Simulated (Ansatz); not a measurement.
# MnBr4: the cost of one run

Method: DFT PBE, scalar-relativistic, plane waves, PAW, unless a step names another level, in Ansatz 0.2.0.

10 further runs of the same task are left out: 2 that didn't finish, 8 set aside as unsound or not needed.

## (1) The formula and the candidates

Pauling electronegativities: Mn 1.55, Br 2.96 (spread 1.41). The formula balances with common oxidation states: Mn +4, Br -1. Tabulated atomic sizes suggest about 29 Å³/atom. 25 candidates were drawn, by swapping species into database cells of other compounds, at random by space group and Wyckoff sites, or by hand, as the table says:

| name | made from | space group no. | Wyckoff sites | atoms (primitive cell) | V (Å³/atom) |
| --- | --- | --- | --- | --- | --- |
| c01 | database cell of H4C | 217 | Mn 2a; Br 8c | 5 | 40.0 |
| c02 | random | 191 | Mn 1a; Br 4h | 5 | 36.8 |
| c03 | random | 221 | Mn 1a; Br 1b, 3d | 5 | 36.2 |
| c04 | random | 166 | Mn 3a; Br 6c, 6c | 5 | 32.6 |
| c05 | database cell of FeCl4 | 65 | Mn 2c; Br 4j, 4g | 5 | 29.4 |
| c06 | random | 194 | Mn 2c; Br 6g, 2d | 10 | 35.1 |
| c07 | database cell of OsCl4 | 65 | Mn 2a; Br 4j, 4g | 5 | 27.2 |
| c08 | random | 65 | Mn 2d; Br 2a, 4i, 2c | 5 | 36.9 |
| c09 | random | 65 | Mn 2b; Br 4g, 4f | 5 | 31.1 |
| c10 | random | 166 | Mn 3a; Br 9e, 3b | 5 | 33.0 |
| c11 | random | 191 | Mn 1b; Br 3f, 1a | 5 | 29.3 |
| c12 | random | 221 | Mn 1b; Br 3c, 1a | 5 | 32.8 |
| c13 | random | 191 | Mn 2c; Br 6l, 2d | 10 | 32.3 |
| c14 | random | 229 | Mn 2a; Br 8c | 5 | 35.6 |
| c15 | database cell of CrAu4 | 87 | Mn 2a; Br 8h | 5 | 27.9 |
| c16 | random | 107 | Mn 2a; Br 8d | 5 | 32.3 |
| c17 | random | 139 | Mn 2a; Br 4c, 4e | 5 | 28.6 |
| c18 | random | 156 | Mn 1b; Br 3d, 1b | 5 | 31.7 |
| c19 | random | 123 | Mn 1c; Br 4k | 5 | 32.2 |
| c20 | random | 215 | Mn 1a; Br 4e | 5 | 32.5 |
| c21 | random | 119 | Mn 2b; Br 8i | 5 | 34.2 |
| c22 | random | 227 | Mn 8a; Br 32e | 10 | 35.3 |
| c23 | database cell of SrGa4 | 139 | Mn 2a; Br 4e, 4d | 5 | 30.2 |
| c24 | random | 191 | Mn 1a; Br 3f, 1b | 5 | 28.7 |
| c25 | random | 227 | Mn 8a; Br 16d, 16c | 10 | 32.7 |

## (2) Screening run of c07

Contents of input.yaml:

```yaml
crystal:
  lattice:
    - [4.16154203, -4.36990797, 0.0]
    - [4.16154203, 4.36990797, 0.0]
    - [0.0, 0.0, 3.73693772]
  atoms:
    - { symbol: Mn, position: [0.0, 0.0, 0.0], spin: 4.0 }
    - { symbol: Br, position: [0.81059999, 0.18940001, 0.5] }
    - { symbol: Br, position: [0.18940001, 0.81059999, 0.5] }
    - { symbol: Br, position: [0.2852, 0.2852, 0.0] }
    - { symbol: Br, position: [0.7148, 0.7148, 0.0] }
basis:
  ecutwfc: 420
kpoints:
  mp_grid: { grid: [2, 2, 3] }
hamiltonian:
  xc: pbe
scf:
  occupations: { method: gaussian, width: 0.15 }
  lower_state_search: "off"
output:
  forces: true
  stress: true
  eigenvalues: true
  populations: true
magnetization:
  spin_polarized: true
relax:
  adjacent_minimum: "off"
  f_tol: 0.08
  max_steps: 16
  cell: { stress_tol: 0.8 }
```

Started as:

```sh
> ansatz run input.yaml --threads 1 --pin off --max-ram 2560MiB --backend cpu --events-out ev --progress --plain --runs-dir out
```

**Question.** How long does this run take on 1 thread of Arm Neoverse N1, shared host, and how much memory does it need?

About 50 s, with a peak of 0.39 GiB.
